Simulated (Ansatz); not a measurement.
This was printed by a script on the Ansatz DFT code, driven from Python, for a ladder of methods at one geometry of AsB (charge +1). What did the script look like? Settings (for the species named): LC-wPBE, def2-SVP basis, multiplicity 4. The script varies functional: lc_wpbe, cam_b3lyp, lda, pbe0, blyp, hse06.

`asb.xyz`
```text
2

B     0.00000    0.00000    0.00000
As    0.00000    0.00000    2.09000
```

```console
$ python methods_asb.py
functional    E (Ha)        dipole (D)   HOMO (eV)  LUMO (eV)
lc_wpbe      -2259.601333     3.197     -17.063     -8.202
cam_b3lyp    -2260.043555     2.936     -15.633     -9.698
lda          -2256.358984     2.500     -13.443    -12.182
pbe0         -2259.640043     2.868     -14.549    -10.725
blyp         -2259.999131     2.496     -13.221    -11.857
hse06        -2259.640933     2.864     -14.159    -11.104
```

One script that gives this output:

`methods_asb.py`:
```python
# -*- coding: utf-8 -*-
"""One geometry of AsB(+), method by method."""

from pathlib import Path
import warnings

import ansatz as az
import numpy as np


def main():
    warnings.simplefilter("ignore", az.DeckWarning)

    geometry = az.Crystal.molecule_from_extxyz("asb.xyz")

    calculation = (
        geometry.calculation()
        .basis(gaussian="def2-SVP")  # atom-centred Gaussian functions
        .charge(1)  # electrons removed from the neutral system
        .spin("collinear", total=3)  # spin-polarised run
    )

    print("functional    E (Ha)        dipole (D)   HOMO (eV)  LUMO (eV)")
    for name in ["lc_wpbe", "cam_b3lyp", "lda", "pbe0", "blyp", "hse06"]:
        data = calculation.functional(name).forces().orbitals().run(threads=1, runs_dir="runs").report
        lines = Path(data["orbitals_path"]).read_text().splitlines()
        field_of = lambda key: [line.split("=")[1].strip() for line in lines if line.startswith(key)]
        orbitals = [(27.211386 * float(e), s, float(n)) for e, s, n in zip(field_of("Ene="), field_of("Spin="), field_of("Occup="))]
        homo = max(e for e, _, n in orbitals if n > 0.5)
        lumo = min(e for e, _, n in orbitals if n < 0.5)
        dipole = 4.803205 * np.linalg.norm(data["charge_distribution"]["dipole_moment_e_ang"])
        print(f"{name:10s} {data['free_energy_ev'] / 27.211386246:14.6f} {dipole:9.3f} {homo:11.3f} {lumo:10.3f}")


if __name__ == "__main__":
    main()
```

What to keep in mind:
- Total energies depend on the basis set; only differences at equal settings carry meaning.
- The geometry is a force-field or estimated start, not a minimum of this method, and the basis set is short of its limit. A lower total doesn't mark the better method: functionals have no common bound, and MP2 and coupled cluster aren't variational.
- The species is open-shell (spin multiplicity 4).
- An ion's dipole depends on the origin; the program takes it about the centre of nuclear charge.
- Levels such as HOMO and LUMO are orbital energies: with these approximate functionals they aren't the ionisation energy and electron affinity, and their gap isn't the fundamental gap.
- hse06 follows the composition of plane-wave codes, whose totals differ by tens of mHa, up to about 0.1 Ha, from the form usual in Gaussian-basis programs (wpbeh).
- The spin state was assumed, and another may lie lower.
- Timing: 6.3 s on 1 thread of Arm Neoverse V2, on a shared host, peak memory 0.19 GiB.
